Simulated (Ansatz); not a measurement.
The same calculation of BaCa3O4, space group Pm-3m as a Python script and as an input file (the Ansatz DFT code, driven from Python).

`scf.py`
```python
"""Self-consistent field of BaCa3O4 at the given structure."""

import ansatz as az
from ase.data import atomic_numbers
import numpy as np
from pymatgen.core import Structure
from scipy.ndimage import map_coordinates
import spglib

crystal = (
    az.Lattice.cubic(5.10825)
    .space_group(221)
    .atom("Ba", [0.5, 0.5, 0.5])
    .atom("Ca", [0.0, 0.0, 0.5])
    .atom("O", [0.0, 0.0, 0.0])
    .atom("O", [0.5, 0.5, 0.0])
)

# functional, basis and sampling
calculation = (
    crystal.calculation()
    .scf(tolerance=1e-07)
    .occupations("fixed")
    .kpoints(mesh=(4, 4, 4), center="monkhorst-pack")
    .functional("PBEsol")
    .accuracy("high")
    .compute(stress=True, band_table=True, density=True)
)
result = calculation.run(threads=1)
rep = result.report

print(f"free energy      {rep['free_energy_ev']:.5f} eV")
print(f"per atom         {rep['free_energy_ev'] / len(result.lattice.sites):.5f} eV")
print(f"SCF iterations   {rep['n_iterations']}  (converged: {rep['converged']})")

spg_cell = (result.lattice.cell_ang, [s.position_frac for s in result.lattice.sites], [atomic_numbers[s.symbol] for s in result.lattice.sites])
# the group found depends on the tolerance
found = spglib.get_symmetry_dataset(spg_cell, symprec=1e-3)
print(found.international, found.number, "point group", found.pointgroup)
for site, letter, group in zip(result.lattice.sites, found.wyckoffs, found.site_symmetry_symbols):
    print(f"  {site.symbol:2s} Wyckoff {letter}  site symmetry {group}")

# the stress is positive in compression
print("pressure by term (GPa)")
for term, tensor in rep["stress_terms_gpa"].items():
    if np.any(tensor):
        print(f"  {term:28s} {np.trace(np.array(tensor)) / 3:12.3f}")
print(f"  {'total':28s} {np.trace(np.array(rep['stress_gpa'])) / 3:12.3f}")

# the band energy is the weighted sum of filled levels
eps, occ = np.array(rep["eigenvalues_ev"]), np.array(rep["occupations"])
wk = np.tile(rep["kweights"], len(eps) // len(rep["kweights"]))
print(f"sum of w f eps = {wk @ (eps * occ).sum(axis=1):.4f} eV, reported band energy {rep['components']['e_band']:.4f} eV")

final = Structure(result.lattice.cell_ang, [s.symbol for s in result.lattice.sites], [s.position_frac for s in result.lattice.sites])
# the grid holds the pseudo-density, which differs from the true one inside the cores
rho = result.density()
total = sum(channel.density_e_per_ang3 for channel in rho.channels[:2])
grid_cell = np.asarray(rho.fft_grid_basis) @ result.lattice.cell_ang
partner = min(final.get_neighbors(final[0], 5.0), key=lambda n: n.nn_distance)
line = np.linspace(final[0].coords, partner.coords, 11)
points = (line @ np.linalg.inv(grid_cell)) * rho.dims
values = map_coordinates(total, points.T, order=3, mode="grid-wrap")
print(f"from {final[0].specie} to {partner.specie}, {partner.nn_distance:.3f} A")
for t, value in zip(np.linspace(0, partner.nn_distance, 11), values):
    print(f"{t:7.3f} A  {value:9.4f} e/A^3")

# accept the result only where the loop met its thresholds and nothing is doubted
problems = list(rep["published_state_doubts"])
if not rep["converged"] or rep.get("closed_by") != "deck_thresholds":
    problems.append("loop closed by " + str(rep.get("closed_by")))
print("accepted" if not problems else f"check before use: {problems}")
```

```console
$ python scf.py
DeckWarning: basis.ecutwfc = 420 eV, auto-derived from the records' recommended cutoffs: set by Ba (normal level)
DeckWarning: output.stress: scf.convergence.dr2_threshold = 1e-7 eV (the SCF's general default) is looser than the 8e-10 eV advised for a printed stress (1e-10 eV for each atom of the cell: 8). What [...]
free energy      -13498.92427 eV
per atom         -1687.36553 eV
SCF iterations   8  (converged: True)
Pm-3m 221 point group m-3m
  Ba Wyckoff b  site symmetry m-3m
  Ca Wyckoff d  site symmetry 4/mm.m
  Ca Wyckoff d  site symmetry 4/mm.m
  Ca Wyckoff d  site symmetry 4/mm.m
  O  Wyckoff a  site symmetry m-3m
  O  Wyckoff c  site symmetry 4/mm.m
  O  Wyckoff c  site symmetry 4/mm.m
  O  Wyckoff c  site symmetry 4/mm.m
pressure by term (GPa)
  kinetic                          1362.993
  hartree                           458.960
  ewald                           -1703.852
  local_pseudopotential             247.599
  nonlocal_pseudopotential         -125.533
  augmentation                       68.347
  nlcc                             -120.645
  xc                               -193.166
  augmentation_tail                  -0.004
  scf_correction                     -0.001
  pulay_correction                    0.388
  total                              -4.914
sum of w f eps = -371.1567 eV, reported band energy -371.1567 eV
from Ba to O, 2.554 A
  0.000 A     0.1963 e/A^3
  0.255 A     0.5071 e/A^3
  0.511 A     1.2209 e/A^3
  0.766 A     1.3080 e/A^3
  1.022 A     0.7319 e/A^3
  1.277 A     0.3513 e/A^3
  1.532 A     0.3720 e/A^3
  1.788 A     0.9167 e/A^3
  2.043 A     2.9796 e/A^3
  2.299 A     6.4593 e/A^3
  2.554 A     7.5735 e/A^3
accepted
```
(Warnings from the package without file and line, shortened.)

`input.yaml`:
```yaml
crystal:
  lattice: { bravais: cubic, a: 5.10825 }
  space_group: 221
  atoms:
    - { symbol: Ba, position: [0.5, 0.5, 0.5] }
    - { symbol: Ca, position: [0.0, 0.0, 0.5] }
    - { symbol: O, position: [0.0, 0.0, 0.0] }
    - { symbol: O, position: [0.5, 0.5, 0.0] }
accuracy: high
kpoints:
  mp_grid: { grid: [4, 4, 4], shift: [0.5, 0.5, 0.5] }
hamiltonian:
  xc: pbesol
scf:
  convergence: { dr2_threshold: 1.0e-07 }
  occupations: { method: fixed }
output:
  write_density: true
  stress: true
  eigenvalues: true
```

On the command line:
```console
$ ansatz run input.yaml --threads 1 --pin off --max-ram 3072MiB --backend cpu --events-out ev --progress --plain --runs-dir out
Warning: output.stress: scf.convergence.dr2_threshold = 1e-7 eV (the SCF's general default) is looser than the 8e-10 eV advised for a printed stress (1e-10 eV for each atom of the cell: 8). What an SCF threshold leaves in a stress goes as its square root, and in the free energy as the threshold itself, and one threshold admits the most on a small cell: of the crystals measured, under no hybrid [...]
crystal.space_group: 221 is read as Pm-3m: the typed cell holds Ba1Ca3O4 (Ba 1b, Ca 3d, O 1a, O 3c). Least distances (Å): Ba–Ba 5.108, Ba–Ca 3.612, Ba–O 2.554, Ca–Ca 3.612, Ca–O 2.554, O–O 3.612
crystal.space_group generates its sites in this order, which a site index counts, at these fractional coordinates of the primitive cell where crystal.reduce_to_primitive is true, and else of the cell that is read (crystal.supercell repeats the list replica by replica, and crystal.defects acts on that): 0: Ba [0.500000, 0.500000, 0.500000]; 1: Ca [0.000000, 0.000000, 0.500000]; 2: Ca [0.000000, 0.500000, 0.000000]; 3: Ca [0.500000, 0.000000, 0.000000]; 4: O [0.000000, 0.000000, 0.000000]; 5: O [0.500000, 0.500000, 0.000000]; 6: O [0.000000, 0.500000, 0.500000]; 7: O [0.500000, 0.000000, 0.500000];
Engine: ansatz 0.2.0, aarch64-unknown-linux-gnu
Pseudopotentials: kind: paw
Pseudopotential: Ba, paw, valence charge 10, recommended cutoff 420 eV (normal), Ba.paw.azcp
Pseudopotential: Ca, paw, valence charge 10, recommended cutoff 420 eV (normal), Ca.paw.azcp
Pseudopotential: O, paw, valence charge 6, recommended cutoff 420 eV (normal), O.paw.azcp
Functional definition: PBEsol
  exchange = pbesol_x
  correlation = pbesol_c
Crystal: 8 atoms, lattice volume = 133.296 Å³
Basis set: ecut = 420 eV, 2553 PW (Γ)
Bands: 40, of which v1, the nominal top of the filled ones, is band 32 counted from 1 (31 counted from 0)
Symmetry: 48 space group operations
Space group: Pm-3m (ITA 221), of the structure as read, at distance tolerance 5.1e-5 Å
k-points: 4 of 64
Non-local potential: Ba, projectors of the file, l = 0: 3, l = 1: 2, l = 2: 2, l = 3: 2
Non-local potential: Ca, projectors of the file, l = 0: 3, l = 1: 2, l = 2: 2
Non-local potential: O, projectors of the file, l = 0: 2, l = 1: 2, l = 2: 1
PAW form: soft (Blöchl's): semilocal exchange-correlation on the pseudo side does not see the compensation charge
PAW frozen core: Ba, regenerated for the run's functional, and the local potential with it (the file was generated under x = pbe(κ = 0.804, μ = 0.2195149727645171), c = pbe(β = 0.06672455060314922))
PAW frozen core: Ca, regenerated for the run's functional, and the local potential with it (the file was generated under x = pbe(κ = 0.804, μ = 0.2195149727645171), c = pbe(β = 0.06672455060314922))
PAW frozen core: O, regenerated for the run's functional, and the local potential with it (the file was generated under x = pbe(κ = 0.804, μ = 0.2195149727645171), c = pbe(β = 0.06672455060314922))
PAW one-centre angular grid: Ba, 194 points (default); XC on 64 Gauss nodes
PAW one-centre angular grid: Ca, 110 points (default); XC on 64 Gauss nodes
PAW one-centre angular grid: O, 110 points (default); XC on 64 Gauss nodes
Initial density: superposition of atomic densities (neutral atoms: chi_scale 0, normalization atom), corrected by the library's trained network
Initial wavefunctions: pseudopotential atomic-orbital guess
Functional: x = pbesol(κ = 0.804, μ = 0.12345679012345678), c = pbesol(β = 0.046)
SCF iter   1: F=—  HF=-13498.988182 eV  |F-HF|=—  |Δ(HF+E_count)|=         —  Δρ=1.45e-2  dr2=2.78e-1  ethr=1.77e-3  ⟨swp⟩=5.0  Hψ=577  notcnv=0  defer=20
preconditioner: auto → Resta (q_TF=auto, 2.414 Å⁻¹)  ε∞=3.4  [insulator: Δε(μ)=2.981 eV  Ē_g=15.397 eV  n_scr=26 (ndim 8)  ℏωp=24.1 eV  f_vac=0.000  ε∞_Penn≈3.4]
SCF iter   2: F=—  HF=-13498.936288 eV  |F-HF|=—  |Δ(HF+E_count)|=   5.19e-2  Δρ=6.89e-3  dr2=4.78e-2  ethr=4.34e-4  ⟨swp⟩=2.5  Hψ=283  notcnv=0  defer=19
SCF iter   3: F=—  HF=-13498.925690 eV  |F-HF|=—  |Δ(HF+E_count)|=   1.06e-2  Δρ=1.24e-3  dr2=3.67e-3  ethr=7.47e-5  ⟨swp⟩=2.5  Hψ=232  notcnv=0  defer=19
automatic band count: iteration 3 solves 39 bands in place of 40: the levels show a gap, and the empty bands left out lie too high to hold charge; the band table lists the bands solved (type scf.n_extra_bands for more)
SCF iter   4: F=—  HF=-13498.924366 eV  |F-HF|=—  |Δ(HF+E_count)|=   1.32e-3  Δρ=5.35e-4  dr2=3.70e-4  ethr=5.73e-6  ⟨swp⟩=3.8  Hψ=282  notcnv=0  defer=18
SCF iter   5: F=—  HF=-13498.924316 eV  |F-HF|=—  |Δ(HF+E_count)|=   4.99e-5  Δρ=3.86e-4  dr2=2.05e-4  ethr=5.78e-7  ⟨swp⟩=2.0  Hψ=227  notcnv=0  defer=19
SCF iter   6: F=—  HF=-13498.924276 eV  |F-HF|=—  |Δ(HF+E_count)|=   4.01e-5  Δρ=5.47e-5  dr2=2.72e-6  ethr=3.21e-7  ⟨swp⟩=2.0  Hψ=215  notcnv=0  defer=15
SCF iter   7: F=—  HF=-13498.924275 eV  |F-HF|=—  |Δ(HF+E_count)|=   1.69e-6  Δρ=1.63e-5  dr2=2.60e-7  ethr=4.26e-9  ⟨swp⟩=2.0  Hψ=281  notcnv=0  defer=11
SCF iter   8: F=-13498.924275 eV  HF=-13498.924275 eV  |F-HF|=4.14e-9  |Δ(HF+E_count)|=   3.23e-8  Δρ=2.71e-6  dr2=5.22e-9  ethr=1.56e-10  ⟨swp⟩=16.2  Hψ=1033  notcnv=0
SCF 1 converged in 8 iterations: F = -13498.924275 eV  dr2 = 5.22e-9
  greatest PAW one-centre occupation: 0.995 electrons in one spin orbital (limit 2), on the Ca atom at site 3 (counted from 0), in its partial waves of l = 0
SCF converged after 8 iterations
Free energy (F): -13498.924275 eV
Harris-Foulkes:  -13498.924275 eV  (|F-HF|=4.14e-9)
Internal energy: -13498.924275 eV  (E = F + TS)
E sigma→0 (E₀):  -13498.924275 eV
Fermi energy:    7.621406 eV
--- Per-component energies (eV) ---
  E_band       = -371.156725
  E_kinetic    = 1700.947227
  E_local      = -3409.165439  (includes V_loc(G=0)·N_el)
  E_nonlocal   = 444.572359
  E_hartree    = 1145.518776
  E_xc         = -870.536877
  E_vxc        = -1026.797414  (∫ρ·V_xc dr)
  E_paw        = -8258.274633  (= ΣΔE_a)
  E_vpaw       = -371.758961  (= ΣTr[D̂ρ^β])
  E_aug_tail   = 0.009555  (compensation charges beyond the density's cutoff)
  E_ewald      = -4252.644210
  E_core_change = 0.648968  (= ΣΔE_core)
  E_smearing   = -0.000000  (= −TS)
  E_closure    = -0.000000  (closes the sum)
  Σ components = -13498.924275   (vs F -13498.924275, Δ=0.00e0)
--- Stress (GPa, compression-positive) ---
       -4.913513      -0.000000      -0.000000
       -0.000000      -4.913513      -0.000000
       -0.000000      -0.000000      -4.913513
  P = ⅓ Tr σ = -4.9135 GPa (-49.135 kbar)
--- Band table (eV) ---
  k-point 0: bands = ["-31.3107", "-31.2722", "-31.2722", "-16.6265", "-12.5629", "-12.5177", "-12.5177", "-12.4185", "-12.4185", "-12.3808", "-12.3675", "-12.3088", "-12.3088", "-8.0457", "-7.9025", "-7.9025", "-7.7373", "-2.2977", "-2.2977", "-2.2936", "5.7861", "5.7861", "5.8893", "6.3421", "6.3421", "6.3849", "6.4717", "6.6983", "6.6983", "7.6096", "7.6096", "7.6214", "10.6925", "10.6966", "10.6966", "11.2957", "12.5846", "12.8923", "12.8923"]
  k-point 1: bands = ["-31.3011", "-31.2814", "-31.2720", "-16.6138", "-12.5779", "-12.5114", "-12.5024", "-12.4638", "-12.4563", "-12.3926", "-12.3737", "-12.3272", "-12.3215", "-8.1339", "-7.9017", "-7.7859", "-7.6897", "-2.2986", "-2.2963", "-1.5076", "5.4919", "5.5250", "5.7050", "5.8526", "6.0897", "6.2182", "6.3019", "6.3462", "6.4957", "6.5476", "7.5609", "7.5651", "11.1574", "11.8689", "11.9161", "11.9758", "12.2981", "13.3470", "13.4602"]
  k-point 2: bands = ["-31.2933", "-31.2824", "-31.2781", "-16.5968", "-12.6521", "-12.5966", "-12.5230", "-12.5116", "-12.4206", "-12.3835", "-12.3461", "-12.3249", "-12.3025", "-8.0052", "-8.0006", "-7.7930", "-7.6299", "-2.2972", "-1.4918", "-1.4905", "5.0932", "5.1920", "5.2717", "5.9205", "6.0720", "6.1129", "6.1390", "6.1844", "6.1999", "6.2747", "6.3012", "7.5218", "12.1629", "12.2559", "12.5572", "12.7028", "13.0625", "13.3788", "13.5253"]
  k-point 3: bands = ["-31.2887", "-31.2821", "-31.2821", "-16.5755", "-12.7509", "-12.6242", "-12.6242", "-12.6147", "-12.3330", "-12.3330", "-12.3161", "-12.3025", "-12.3025", "-7.8884", "-7.8884", "-7.8766", "-7.6889", "-1.4724", "-1.4724", "-1.4714", "4.7435", "4.7435", "4.8083", "5.9194", "6.0193", "6.0193", "6.0923", "6.0923", "6.1203", "6.1330", "6.1627", "6.1627", "12.7198", "12.9437", "12.9450", "12.9450", "13.5037", "13.6711", "13.6711"]
```

The settings weren't tested for convergence. The computed bands are complete only to about 5.3 eV above the Fermi level. Pressure is positive in compression. The fields are valence quantities on the plane-wave grid; their values near the nuclei depend on the potentials. The structure comes from a database of computed cells and needn't be a stable or known phase. Levels are Kohn-Sham eigenvalues on this mesh, without spin-orbit coupling. The whole script took 2.5 s on 1 thread of Arm Neoverse V2, on a shared host, peak memory 0.46 GiB.

(Lines on the test bed's own set-up are left out of the output.)
